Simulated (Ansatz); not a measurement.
# FGeH5O2Si: up Jacob's ladder to CCSD(T)

An exercise on one series of results from a longer session: the logs are not shown, and one member is left open.

Method: functionals in def2-TZVPP, the program's frozen cores in correlated methods; program: Ansatz 0.2.0, Gaussian basis.

Plan: LDA (SPW92), PBE-D4, revPBE-D4, BLYP-D4, r2SCAN-D4, B97M-V, PBE0-D4, B3LYP-D4, r2SCANh-D4, r2SCAN0-D4, HSE06-D4, BHLYP-D4, CAM-B3LYP-D4, LC-ωPBE, ωB97X-V, ωB97M-V, B2PLYP, PBE-QIDH; CCSD(T)/def2-SVP; CCSD(T)/def2-TZVPP; MP2/def2-QZVPP; extrapolation to the limit; RPA on PBE.

### The geometry

The geometry comes from an earlier relaxation with PBE0-D4 in a triple-zeta def2 set; it is a stationary point, not always the lowest conformer.

SMILES `[OH][GeH2][SiH](O)F`, 10 atoms, charge 0, spin multiplicity 1.

Atoms are counted from 1 here; the program's logs count them from 0.

Bond lengths: O1–Ge2 1.787 Å, O1–H6 0.961 Å, Ge2–Si3 2.391 Å, Ge2–H7 1.538 Å, Ge2–H8 1.541 Å, Si3–O4 1.641 Å, Si3–F5 1.600 Å, Si3–H9 1.486 Å, O4–H10 0.959 Å. Angles: Ge2–O1–H6 110.4°, O1–Ge2–Si3 105.3°, O1–Ge2–H7 107.8°, O1–Ge2–H8 108.1°, Si3–Ge2–H7 113.7°, Si3–Ge2–H8 112.5°, H7–Ge2–H8 109.1°, Ge2–Si3–O4 101.3°, Ge2–Si3–F5 111.6°, Ge2–Si3–H9 117.6°, O4–Si3–F5 110.4°, O4–Si3–H9 110.9°, F5–Si3–H9 105.1°, Si3–O4–H10 119.8°.

Set-up of the first run:

in.yaml

```yaml
crystal:
  periodic: [false, false, false]
  atoms:
    - {symbol: O, position_ang: [-1.248779, 0.471922, 1.735297]}
    - {symbol: Ge, position_ang: [-1.028836, 0.972383, 0.033656]}
    - {symbol: Si, position_ang: [0.771030, -0.368142, -0.791083]}
    - {symbol: O, position_ang: [1.062986, -1.341041, 0.497491]}
    - {symbol: F, position_ang: [2.061211, 0.518007, -1.123918]}
    - {symbol: H, position_ang: [-0.651247, -0.249386, 1.951955]}
    - {symbol: H, position_ang: [-0.731367, 2.481559, 0.021089]}
    - {symbol: H, position_ang: [-2.350087, 0.711809, -0.715809]}
    - {symbol: H, position_ang: [0.526231, -1.171558, -2.016705]}
    - {symbol: H, position_ang: [1.671956, -2.076853, 0.411026]}
basis:
  gaussian: {orbitals: def2-TZVPP}
hamiltonian: {xc: lda}
output: {orbitals: {seedname: orbitals}}
```

Steps of the session up to this table: LDA; PBE-D4 (GGA); revPBE-D4 (GGA); BLYP-D4 (GGA); r2SCAN-D4 (meta-GGA); B97M-V (meta-GGA); PBE0-D4 (hybrid); B3LYP-D4 (hybrid); r2SCANh-D4 (hybrid); r2SCAN0-D4 (hybrid); HSE06-D4 (hybrid); BHLYP-D4 (hybrid); CAM-B3LYP-D4 (range-separated); LC-ωPBE-D4 (range-separated; the results give it without D4); ωB97X-V (range-separated); ωB97M-V (range-separated); B2PLYP (double hybrid); PBE-QIDH (double hybrid).

One of the session's tables, all rows but one given; the rest of the session is left out.

It belongs to the step «Orbital energies across the functionals». 

```
  functional  HOMO (eV)  gap (eV)
 LDA (SPW92)      -6.84      5.04
      PBE-D4      -6.72      5.16
   revPBE-D4      -6.66      5.22
     BLYP-D4      -6.62      5.16
   r2SCAN-D4      -7.08      5.84
      B97M-V      -7.22      5.80
     PBE0-D4      -8.14      7.42
    B3LYP-D4      -7.94      6.99
  r2SCANh-D4      -7.63      6.67
  r2SCAN0-D4      -8.33      7.80
    HSE06-D4      -7.74      6.65
    BHLYP-D4      -9.33      9.44
CAM-B3LYP-D4      -9.47      9.72
     LC-ωPBE     -10.75     12.23
     ωB97X-V          ?         ?
     ωB97M-V     -10.23     11.24
```

Q: Estimate the row for ωB97X-V from the others.

As computed: HOMO (eV): -10.43; gap (eV): 11.74. In the column «HOMO (eV)» it lies between LC-ωPBE (-10.75) and ωB97M-V (-10.23).
